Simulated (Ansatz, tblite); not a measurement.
# Ge(CCH)H3 (C2H4Ge): charged states by level of theory

The task here is to estimate one member of a computed series from the others.

Computed with Ansatz 0.2.0, Gaussian basis. Level: as each input shows.

Plan: charge +1 doublet, at the geometry of the singlet (PBE0-D4/def2-TZVP, PBE-D4/def2-TZVP, r2SCAN-D4/def2-TZVP, LC-ωPBE(0.10)/def2-TZVP, LC-ωPBE(0.15)/def2-TZVP, LC-ωPBE(0.20)/def2-TZVP, LC-ωPBE(0.30)/def2-TZVP, CCSD(T)/def2-TZVPP); charge -1 doublet, at the geometry of the singlet (PBE0-D4/def2-TZVPD, PBE-D4/def2-TZVPD, r2SCAN-D4/def2-TZVPD, LC-ωPBE(0.10)/def2-TZVP, LC-ωPBE(0.15)/def2-TZVP, LC-ωPBE(0.20)/def2-TZVP, LC-ωPBE(0.30)/def2-TZVP); the starting singlet's energies come from earlier runs.

### The relaxed structure

The geometry is that of the singlet, from an earlier relaxation (r2SCAN-D4/def2-TZVP).

7 atoms, charge 0, spin multiplicity 1.

Atoms are counted from 1 here; the program's logs count them from 0.

Bond lengths: Ge1–C2 1.896 Å, Ge1–H5 1.530 Å, Ge1–H6 1.530 Å, Ge1–H7 1.530 Å, C2–C3 1.208 Å, C3–H4 1.065 Å. Angles: C2–Ge1–H5 108.7°, C2–Ge1–H6 108.8°, C2–Ge1–H7 108.7°, H5–Ge1–H6 110.2°, H5–Ge1–H7 110.2°, H6–Ge1–H7 110.2°, Ge1–C2–C3 179.5°, C2–C3–H4 179.6°.

The first run:

in.yaml reads:

```yaml
crystal:
  periodic: [false, false, false]
  atoms:
    - {symbol: Ge, position_ang: [0.003596, 0.009021, -1.098930]}
    - {symbol: C, position_ang: [-0.003233, -0.000423, 0.796739]}
    - {symbol: C, position_ang: [-0.008011, -0.016858, 2.004657]}
    - {symbol: H, position_ang: [-0.008794, -0.025265, 3.069613]}
    - {symbol: H, position_ang: [1.453950, 0.016445, -1.585146]}
    - {symbol: H, position_ang: [-0.723177, 1.262954, -1.588209]}
    - {symbol: H, position_ang: [-0.714330, -1.245873, -1.598723]}
basis:
  gaussian: {orbitals: def2-SVP}
total_charge: 1
magnetization: {spin_polarized: true, initial_magnetization: 1}
hamiltonian: {xc: pbe0, dispersion: d4}
output: {orbitals: {seedname: orbitals}}
```

Run with:

```console
ansatz run in.yaml --threads 4 --pin off --events-out ev --progress --plain --max-ram 3916MiB
```

Steps of the session up to this table: Charge +1 doublet at the fixed geometry, first pass, PBE0-D4/def2-SVP; Charge +1 doublet at the fixed geometry, PBE0-D4/def2-TZVP; Charge +1 doublet at the fixed geometry, PBE-D4/def2-TZVP; Charge +1 doublet at the fixed geometry, r2SCAN-D4/def2-TZVP; Charge +1 doublet at the fixed geometry, LC-ωPBE(0.10)/def2-TZVP; Charge +1 doublet at the fixed geometry, LC-ωPBE(0.15)/def2-TZVP; Charge +1 doublet at the fixed geometry, LC-ωPBE(0.20)/def2-TZVP; Charge +1 doublet at the fixed geometry, LC-ωPBE(0.30)/def2-TZVP; Charge +1 doublet at the fixed geometry, CCSD(T)/def2-TZVPP.

One table of the session follows, with a row left open; its other results are not shown here.

It belongs to the step «Vertical ionisation energy». 

| method | vertical ionisation energy (eV) |
| --- | --- |
| HF/def2-TZVPP | 9.27 |
| PBE-D4/def2-TZVP | ? |
| r2SCAN-D4/def2-TZVP | 10.30 |
| PBE0-D4/def2-TZVP | 10.44 |
| MP2/def2-TZVPP | 11.03 |
| CCSD/def2-TZVPP | 10.62 |
| CCSD(T)/def2-TZVPP | 10.75 |

**Question.** Estimate the row for PBE-D4/def2-TZVP.

As computed: vertical ionisation energy (eV): 10.28. In the column «vertical ionisation energy (eV)» it lies between HF/def2-TZVPP (9.27) and r2SCAN-D4/def2-TZVP (10.30).
